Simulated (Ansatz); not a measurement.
# CClFSe: a ladder of functionals and wavefunction methods

One table from this session's results is given with a row withheld; the runs are named, their logs left out.

Program: Ansatz 0.2.0, Gaussian basis. Level of theory: functionals in def2-TZVPP, the program's frozen cores in correlated methods. These are calculated values, not measurements.

The runs, in order: LDA (SPW92), PBE-D4, revPBE-D4, BLYP-D4, r2SCAN-D4, B97M-V, PBE0-D4, B3LYP-D4, r2SCANh-D4, r2SCAN0-D4, HSE06-D4, BHLYP-D4, CAM-B3LYP-D4, LC-ωPBE, ωB97X-V, ωB97M-V, B2PLYP, PBE-QIDH; CCSD(T)/def2-SVP; CCSD(T)/def2-TZVPP; MP2/def2-QZVPP; extrapolation to the limit; RPA on PBE.

## The relaxed structure

All runs share one geometry, relaxed beforehand with PBE0-D4 in a triple-zeta def2 set.

SMILES `FC(Cl)=[Se]`, 4 atoms, charge 0, spin multiplicity 1.

Atoms are counted from 1 here; the program's logs count them from 0.

Bond lengths: F1–C2 1.314 Å, C2–Cl3 1.704 Å, C2–Se4 1.743 Å. Angles: F1–C2–Cl3 109.6°, F1–C2–Se4 123.5°, Cl3–C2–Se4 126.9°.

As a file:

```
F    -0.23245    0.67037    1.15416
C    -0.02148    0.03259    0.02511
Cl    1.19624   -1.13847    0.24933
Se   -0.88681    0.37522   -1.44901
```

The first run:

The input, in.yaml:

```yaml
crystal:
  periodic: [false, false, false]
  atoms:
    - {symbol: F, position_ang: [-0.232445, 0.670367, 1.154163]}
    - {symbol: C, position_ang: [-0.021484, 0.032591, 0.025111]}
    - {symbol: Cl, position_ang: [1.196238, -1.138473, 0.249332]}
    - {symbol: Se, position_ang: [-0.886809, 0.375216, -1.449008]}
basis:
  gaussian: {orbitals: def2-TZVPP}
hamiltonian: {xc: lda}
output: {orbitals: {seedname: orbitals}}
```

Started as:

```bash
> ansatz run in.yaml --threads 2 --pin off --events-out ev --progress --plain --max-ram 4352MiB
```

Among the steps run: LDA; PBE-D4 (GGA); revPBE-D4 (GGA); BLYP-D4 (GGA); r2SCAN-D4 (meta-GGA); B97M-V (meta-GGA); B3LYP-D4 (hybrid); r2SCANh-D4 (hybrid); r2SCAN0-D4 (hybrid); HSE06-D4 (hybrid); BHLYP-D4 (hybrid); CAM-B3LYP-D4 (range-separated); LC-ωPBE (range-separated); ωB97X-V (range-separated); ωB97M-V (range-separated); B2PLYP (double hybrid); PBE-QIDH (double hybrid).

One of the session's tables, all rows but one given; the rest of the session is left out.

It belongs to the step «Frontier levels by functional». 

| functional | HOMO (eV) | LUMO (eV) | gap (eV) |
| --- | --- | --- | --- |
| LDA (SPW92) | -6.13 | -3.77 | 2.37 |
| PBE-D4 | -5.95 | -3.54 | 2.42 |
| revPBE-D4 | -5.89 | -3.46 | 2.44 |
| BLYP-D4 | -5.78 | -3.41 | 2.37 |
| r2SCAN-D4 | -6.23 | -3.49 | 2.73 |
| B97M-V | -6.29 | -3.38 | 2.91 |
| PBE0-D4 | -7.16 | -2.76 | 4.40 |
| B3LYP-D4 | -6.90 | -2.95 | 3.95 |
| r2SCANh-D4 | -6.67 | -3.19 | 3.48 |
| r2SCAN0-D4 | -7.34 | -2.73 | 4.61 |
| HSE06-D4 | -6.76 | -3.14 | 3.62 |
| BHLYP-D4 | -8.19 | -1.81 | 6.38 |
| CAM-B3LYP-D4 | -8.45 | -1.68 | 6.77 |
| LC-ωPBE | -9.84 | -0.64 | 9.20 |
| ωB97X-V | ? | ? | ? |
| ωB97M-V | -9.31 | -0.64 | 8.67 |

Estimate the missing values for ωB97X-V.

**Answer.** HOMO (eV): -9.46; LUMO (eV): -0.63; gap (eV): 8.83. In the column «HOMO (eV)» it lies between LC-ωPBE (-9.84) and ωB97M-V (-9.31).
